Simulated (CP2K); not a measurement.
**C2F5 (pentafluoroethyl) at AM1**

What is the vertical ionisation energy of C2F5 (pentafluoroethyl) at AM1? 

Program for the calculation: CP2K 2026.2.

2 further runs of the same task are left out: 1 that didn't finish, 1 set aside as unsound or not needed.

## (1) The system as given

The species is C2F5 (7 atoms), meant as a doublet with charge 0. SMILES: `F[C](F)C(F)(F)F`. Geometry: relaxed at PBE0-D4/def2-TZVP.

Bond lengths: F1–C2 1.312 Å, C2–F3 1.312 Å, C2–C4 1.514 Å, C4–F5 1.327 Å, C4–F6 1.327 Å, C4–F7 1.338 Å. Angles: F1–C2–F3 112.2°, F1–C2–C4 114.4°, F3–C2–C4 114.4°, C2–C4–F5 109.8°, C2–C4–F6 109.7°, C2–C4–F7 111.6°, F5–C4–F6 109.4°, F5–C4–F7 108.1°, F6–C4–F7 108.1°.

## (2) A single-point energy at AM1

Contents of molecule.xyz:

```xyz
7

F      1.561030    -0.846020     0.512950
C      0.322010    -0.468420     0.723150
F     -0.464130    -1.481230     1.002660
C     -0.228340     0.480800    -0.320510
F      0.577960     1.527090    -0.444820
F     -1.434800     0.896110     0.043240
F     -0.333720    -0.108340    -1.516660
```

Contents of gas.inp:

```
&GLOBAL
   PROJECT gas
   RUN_TYPE ENERGY
   PRINT_LEVEL MEDIUM
&END

&FORCE_EVAL
   METHOD QS
   &DFT
      MULTIPLICITY 2
      LSD T
      &QS
         METHOD AM1
         EPS_DEFAULT 1.0E-10
         &SE
            &COULOMB
               CUTOFF [angstrom] 50
               RC_RANGE [angstrom] 0
            &END
            &EXCHANGE
               CUTOFF [angstrom] 50
               RC_RANGE [angstrom] 0
            &END
         &END
      &END
      # cluster boundary conditions
      &POISSON
         PERIODIC NONE
         POISSON_SOLVER ANALYTIC
      &END
      # SCF settings
      &SCF
         SCF_GUESS ATOMIC
         EPS_SCF 1.0E-07
         MAX_SCF 80
         &DIAGONALIZATION
            ALGORITHM STANDARD
         &END
         &MIXING
            METHOD DIRECT_P_MIXING
            ALPHA 0.4
         &END
      &END
      # extra output
      &PRINT
         &MOMENTS
            PERIODIC F
            REFERENCE COM
            MAX_MOMENT 1
         &END
         &MO ON
            ENERGIES T
            OCCUPATION_NUMBERS T
            NDIGITS 6
            &EACH
               QS_SCF 0
            &END
            ADD_LAST NUMERIC
         &END
         &HIRSHFELD OFF
         &END
      &END
   &END
   # structure
   &SUBSYS
      # box in angstrom
      &CELL
         ABC 13 13 12.5
         PERIODIC NONE
      &END
      &TOPOLOGY
         COORD_FILE_NAME molecule.xyz
         COORD_FILE_FORMAT XYZ
         &CENTER_COORDINATES
         &END
      &END
   &END
&END
```

Started as:

```sh
$ OMP_NUM_THREADS=1 cp2k.psmp -i gas.inp -o gas.out
```

Output:

```text
CP2K| version string:                                       CP2K version 2026.2
[...]
 GLOBAL| Method name                                                        CP2K
[...]
 GLOBAL| Run type                                                         ENERGY
[...]
                             - Atoms:                                          7
[...]
                             - Spherical basis functions:                     28
[...]
 Number of electrons:                                                         22
[...]
     1 P_Mix/Diag. 0.40E+00    0.0     0.34340991       -91.4626163130 -9.15E+01
[...]
    27 DIIS/Diag.  0.88E-07    0.0     0.00000005       -98.5549080023 -2.27E-13
  *** SCF run converged in    27 steps ***
  Core-core repulsion energy [eV]:                           4742.49477949649099
  Core Hamiltonian energy [eV]:                             -4473.23462983524951
  Two-electron integral energy [eV]:                        -5902.15116451972881
  Electronic energy [eV]:                                   -7424.31021209511437
  Total energy [eV]:                                        -2681.81543259862292
  Atomic reference energy [eV]:                              2672.00122469358303
  Heat of formation [kcal/mol]:                              -226.32102875774419
[...]
 SE_DIPOLE| Moment [Debye]         -0.13823034       0.29391112      -0.18804931
 SE_DIPOLE| Derivative [a.u.]       0.00000000       0.00000000       0.00000000
 ENERGY| Total FORCE_EVAL ( QS ) energy [hartree]            -98.554908002316381
[...]
```

Run time: 1.7 s. Hardware: 1 thread of Intel Xeon at 2.50GHz (Skylake/Cascade Lake), shared host; peak memory 0.18 GiB.

## (3) The singlet cation

molecule.xyz is that of step 2.

Contents of calc.inp:

```
&GLOBAL
   PROJECT_NAME calc
   RUN_TYPE ENERGY
   PRINT_LEVEL MEDIUM
&END GLOBAL

&FORCE_EVAL
   METHOD QS
   &DFT
      CHARGE 1
      &QS
         METHOD AM1
         EPS_DEFAULT 1.0E-10
         &SE
            &COULOMB
               CUTOFF [angstrom] 50
               RC_RANGE [angstrom] 0
            &END COULOMB
            &EXCHANGE
               CUTOFF [angstrom] 50
               RC_RANGE [angstrom] 0
            &END EXCHANGE
         &END SE
      &END QS
      &POISSON
         PERIODIC NONE
         POISSON_SOLVER ANALYTIC
      &END POISSON
      &SCF
         SCF_GUESS ATOMIC
         EPS_SCF 1.0E-07
         MAX_SCF 80
         &DIAGONALIZATION
            ALGORITHM STANDARD
         &END DIAGONALIZATION
         &MIXING
            METHOD DIRECT_P_MIXING
            ALPHA 0.4
         &END MIXING
      &END SCF
      &PRINT
         &MOMENTS
            PERIODIC F
            REFERENCE COM
            MAX_MOMENT 1
         &END MOMENTS
         &MO ON
            ENERGIES T
            OCCUPATION_NUMBERS T
            NDIGITS 6
            &EACH
               QS_SCF 0
            &END EACH
            ADD_LAST NUMERIC
         &END MO
         &HIRSHFELD OFF
         &END HIRSHFELD
      &END PRINT
   &END DFT
   &SUBSYS
      &CELL
         ABC 13 13 12.5
         PERIODIC NONE
      &END CELL
      &TOPOLOGY
         COORD_FILE_NAME molecule.xyz
         COORD_FILE_FORMAT XYZ
         &CENTER_COORDINATES
         &END CENTER_COORDINATES
      &END TOPOLOGY
   &END SUBSYS
&END FORCE_EVAL
```

Started as:

```sh
$ OMP_NUM_THREADS=1 cp2k.psmp -i calc.inp -o calc.out
```

Output:

```text
CP2K| version string:                                       CP2K version 2026.2
[...]
 GLOBAL| Method name                                                        CP2K
[...]
 GLOBAL| Run type                                                         ENERGY
[...]
                             - Atoms:                                          7
[...]
                             - Spherical basis functions:                     28
[...]
 Number of electrons:                                                         42
[...]
     1 P_Mix/Diag. 0.40E+00    0.0     0.63430192       -90.6679904186 -9.07E+01
[...]
    20 DIIS/Diag.  0.15E-07    0.0     0.00000004       -98.1612413994 -1.85E-13
  *** SCF run converged in    20 steps ***
  Core-core repulsion energy [eV]:                           4742.49477949649099
  Core Hamiltonian energy [eV]:                             -4398.84065959241980
  Two-electron integral energy [eV]:                        -6029.51467891723951
  Electronic energy [eV]:                                   -7413.59799905103955
  Total energy [eV]:                                        -2671.10321955454856
  Atomic reference energy [eV]:                              2672.00122469358303
  Heat of formation [kcal/mol]:                                20.70849210272958
[...]
 SE_DIPOLE| Moment [Debye]         -1.29055090       2.04521596      -2.67870376
 SE_DIPOLE| Derivative [a.u.]       0.00000000       0.00000000       0.00000000
 ENERGY| Total FORCE_EVAL ( QS ) energy [hartree]            -98.161241399377573
[...]
```

Run time: 1.6 s. Hardware: 1 thread of Intel Xeon at 2.50GHz (Skylake/Cascade Lake), shared host; peak memory 0.18 GiB.

## (4) Summary of results

Level: AM1.

```
                                          quantity            value
                        doublet C2F5: total energy     -98.55491 Eh
                       doublet C2F5: dipole moment           0.38 D
  doublet C2F5: HOMO energy (highest over α and β)        -11.11 eV
                   doublet C2F5: heat of formation  -226.3 kcal/mol
                      singlet cation: total energy     -98.16124 Eh
                       singlet cation: HOMO energy        -20.38 eV
                 singlet cation: heat of formation    20.7 kcal/mol
vertical ionisation energy (to the singlet cation)        10.712 eV
```

**Reading.** Removing an electron at fixed nuclei costs 10.71 eV (247 kcal/mol). Only the singlet of the ionised species was computed; a triplet could lie lower.
